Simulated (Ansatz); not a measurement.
**C3H9GaO: basis-set convergence**

One table from this session's results is given with a row withheld; the runs are named, their logs left out.

The runs use Ansatz 0.2.0, Gaussian basis; one geometry, several basis sets.

Levels to be run: PBE0-D4/def2-SVP; ωB97M-V/def2-SVP; PBE0-D4/def2-QZVPP; ωB97M-V/def2-QZVPP; the functionals' def2-TZVPP values are taken from earlier runs.

## The geometry

An earlier PBE0-D4 in a triple-zeta def2 set relaxation fixed the geometry.

SMILES `CC(C)[O][GaH2]`, 14 atoms, charge 0, spin multiplicity 1.

Atoms are counted from 1 here; the program's logs count them from 0.

Bond lengths: C1–C2 1.518 Å, C1–H6 1.092 Å, C1–H7 1.095 Å, C1–H8 1.093 Å, C2–C3 1.518 Å, C2–O4 1.411 Å, C2–H9 1.099 Å, C3–H10 1.092 Å, C3–H11 1.095 Å, C3–H12 1.093 Å, O4–Ga5 1.785 Å, Ga5–H13 1.564 Å, Ga5–H14 1.557 Å. Angles: C2–C1–H6 110.3°, C2–C1–H7 110.6°, C2–C1–H8 111.1°, H6–C1–H7 108.6°, H6–C1–H8 108.3°, H7–C1–H8 107.8°, C1–C2–C3 111.9°, C1–C2–O4 111.4°, C1–C2–H9 108.1°, C3–C2–O4 111.4°, C3–C2–H9 108.1°, O4–C2–H9 105.6°, C2–C3–H10 110.3°, C2–C3–H11 110.6°, C2–C3–H12 111.1°, H10–C3–H11 108.6°, H10–C3–H12 108.3°, H11–C3–H12 107.8° and more.

Set-up of the first run:

in.yaml reads:

```yaml
crystal:
  periodic: [false, false, false]
  atoms:
    - {symbol: C, position_ang: [-0.929385, 0.829988, 0.873815]}
    - {symbol: C, position_ang: [0.179583, -0.200380, 0.755927]}
    - {symbol: C, position_ang: [-0.307751, -1.486696, 0.113077]}
    - {symbol: O, position_ang: [1.298732, 0.323638, 0.073969]}
    - {symbol: Ga, position_ang: [1.344723, 0.892610, -1.616814]}
    - {symbol: H, position_ang: [-0.548607, 1.746279, 1.329749]}
    - {symbol: H, position_ang: [-1.335459, 1.073878, -0.113314]}
    - {symbol: H, position_ang: [-1.750762, 0.455379, 1.489950]}
    - {symbol: H, position_ang: [0.534506, -0.437453, 1.768129]}
    - {symbol: H, position_ang: [0.511343, -2.204384, 0.032747]}
    - {symbol: H, position_ang: [-0.700269, -1.291217, -0.890188]}
    - {symbol: H, position_ang: [-1.107613, -1.942791, 0.701983]}
    - {symbol: H, position_ang: [0.052656, 0.837866, -2.497032]}
    - {symbol: H, position_ang: [2.758292, 1.403294, -2.021998]}
basis:
  gaussian: {orbitals: def2-SVP}
hamiltonian: {xc: pbe0, dispersion: d4}
output: {orbitals: {seedname: orbitals}}
```

Launch:

```bash
$ ansatz run in.yaml --threads 4 --pin off --events-out ev --progress --plain --max-ram 11315MiB
```

Steps of the session up to this table: PBE0-D4 in def2-SVP; ωB97M-V in def2-SVP; PBE0-D4 in def2-QZVPP; ωB97M-V in def2-QZVPP.

One of the session's tables, all rows but one given; the rest of the session is left out.

It belongs to the step «Functionals by basis». 

| functional | basis | HOMO (eV) |
| --- | --- | --- |
| PBE0-D4 | def2-SVP | -7.65 |
| PBE0-D4 | def2-TZVPP | -7.71 |
| PBE0-D4 | def2-QZVPP | -7.73 |
| ωB97M-V | def2-SVP | -9.92 |
| ωB97M-V | def2-TZVPP | -10.02 |
| ωB97M-V | def2-QZVPP | ? |

**Question.** Estimate the row for ωB97M-V, def2-QZVPP.

As computed: HOMO (eV): -10.03. In the column «HOMO (eV)» it is the lowest.
